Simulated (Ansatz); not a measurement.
**NbSi (quartet): from Hartree-Fock to the top rungs, def2-TZVPP**

One table from this session's results is given with a row withheld; the runs are named, their logs left out.

Program: Ansatz 0.2.0, Gaussian basis. Level of theory: def2-TZVPP, core rule «outside noble gas», up to 9 orbitals frozen. These are calculated values, not measurements.

To be run: UHF; ROHF; CCSD(T) on UHF.

2 further runs of the same task are left out: 2 set aside as unsound or not needed.

### The system

The geometry is a PBE0/def2-TZVP stationary point (not a proven minimum) of the parent state, kept for this charge and spin. No spin-orbit coupling is included. Elements past krypton take def2 core potentials.

2 atoms, charge 0, spin multiplicity 4.

Atoms are counted from 1 here; the program's logs count them from 0.

Bond lengths: Nb1–Si2 2.295 Å.

Set-up of the first run:

Contents of in.yaml:

```yaml
crystal:
  periodic: [false, false, false]
  atoms:
    - {symbol: Nb, position_ang: [0.000000, 0.000000, 0.000000]}
    - {symbol: Si, position_ang: [0.000000, 0.000000, 2.294600]}
basis:
  gaussian: {orbitals: def2-TZVPP}
magnetization: {spin_polarized: true, initial_magnetization: 3}
hamiltonian: {xc: hf}
output: {orbitals: {seedname: orbitals}}
```

The run is started by

```bash
> ansatz run in.yaml --threads 1 --pin off --events-out ev --progress --plain --max-ram 3968MiB --backend cpu
```

Among the steps run: UHF; ROHF; CCSD(T) on UHF.

One of the session's tables, all rows but one given; the rest of the session is left out.

| method | from UCCSD(T) (meV) |
| --- | --- |
| ROHF | +7207.0 |
| UMP2 | ? |
| UCCSD | +505.5 |
| UCCSD(T) | 0 |

Estimate the missing values for UMP2.

The run gave: from UCCSD(T) (meV): +1610.7. In the column «from UCCSD(T) (meV)» it lies between UCCSD (+505.5) and ROHF (+7207.0).

Left out of the table: UHF (another determinant or state than the rows shown).

Limits of these values: The determinant is far from a pure spin state, so its energy mixes those of several spin states (harmless only where they are near-degenerate, as at dissociation). Warnings: spin contamination; coupled cluster took another determinant than the lowest.
